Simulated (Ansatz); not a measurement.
**Zr2PdN4: one candidate structure**

Aim: relax Zr2PdN4 from this start, K2NiF4 type (I4/mmm, No. 139), and see where it ends.

Method: DFT PBE, scalar-relativistic, plane waves, PAW, in Ansatz 0.2.0.

1 further run of the same task is left out (set aside as unsound or not needed).

## 1. Starting point

It takes space group I4/mmm (No. 139, tetragonal). Conventional cell: a = 3.524 Å, b = 3.524 Å, c = 11.495 Å, α = 90.00°, β = 90.00°, γ = 90.00°. Zr (site symmetry 4mm) has 9 N at 2.30 to 2.49 Å as nearest neighbours. Around Pd (site symmetry 4/mmm) lie 6 N at 1.76 Å. N (site symmetry mmm) is surrounded by 2 Pd at 1.76 Å and 4 Zr at 2.44 Å. N (site symmetry 4mm) has 1 Pd at 1.76 Å and 5 Zr at 2.30 to 2.49 Å as nearest neighbours.

Structure file:

```
Zr Pd N
1.0
    -1.76221    1.76221    5.74727
     1.76221   -1.76221    5.74727
     1.76221    1.76221   -5.74727
Zr Pd N
2 1 4
Direct
  0.35377 0.35377 0.00000
  0.64623 0.64623 0.00000
  0.00000 0.00000 0.00000
  0.50000 0.00000 0.50000
  0.00000 0.50000 0.50000
  0.15331 0.15331 0.00000
  0.84669 0.84669 0.00000
```

(A quick probe on a coarse mesh, which set the mesh and smearing, is not shown.)

## 3. Rough relaxation on the coarse mesh

input.yaml reads:

```yaml
crystal:
  lattice:
    - [-1.7622095029, 1.7622095029, 5.7472708633]
    - [1.7622095029, -1.7622095029, 5.7472708633]
    - [1.7622095029, 1.7622095029, -5.7472708633]
  atoms:
    - { symbol: Zr, position: [0.35377, 0.35377, 0.0] }
    - { symbol: Zr, position: [0.64623, 0.64623, 0.0] }
    - { symbol: Pd, position: [0.0, 0.0, 0.0] }
    - { symbol: "N", position: [0.5, 0.0, 0.5] }
    - { symbol: "N", position: [0.0, 0.5, 0.5] }
    - { symbol: "N", position: [0.15331, 0.15331, 0.0] }
    - { symbol: "N", position: [0.84669, 0.84669, 0.0] }
basis:
  ecutwfc: 420
kpoints:
  mp_grid: { grid: [8, 8, 8] }
hamiltonian:
  xc: pbe
scf:
  occupations: { method: gaussian, width: 0.1 }
  lower_state_search: "off"
output:
  forces: true
  stress: true
  eigenvalues: true
relax:
  adjacent_minimum: "off"
  f_tol: 0.04
  max_steps: 70
  cell: { stress_tol: 0.4 }
```

Launch:

```
ansatz run input.yaml --threads 1 --pin off --max-ram 2560MiB --backend cpu --events-out ev --progress --plain --runs-dir out
```

The session goes on with these runs: the relaxation.

Before running it: what results should come out?

**Answer**, as computed:

Formation energies count from the elements, computed with the same settings in runs not shown here.

```
                          quantity                                                                       value
               cell (conventional)  a = 3.877 Å, b = 3.877 Å, c = 11.117 Å, α = 90.00°, β = 90.00°, γ = 90.00°
                       space group                                                            I4/mmm (No. 139)
                            volume                                                               11.93 Å³/atom
                   gap on the mesh                                                                none (metal)
formation energy from the elements                                                              -0.152 eV/atom
```

**Reading.** The space group stayed I4/mmm, and from the first guess the volume went from 10.20 to 11.93 Å³/atom. With -0.15 eV/atom it lies under the elements, which doesn't yet make it stable against other compounds of them.
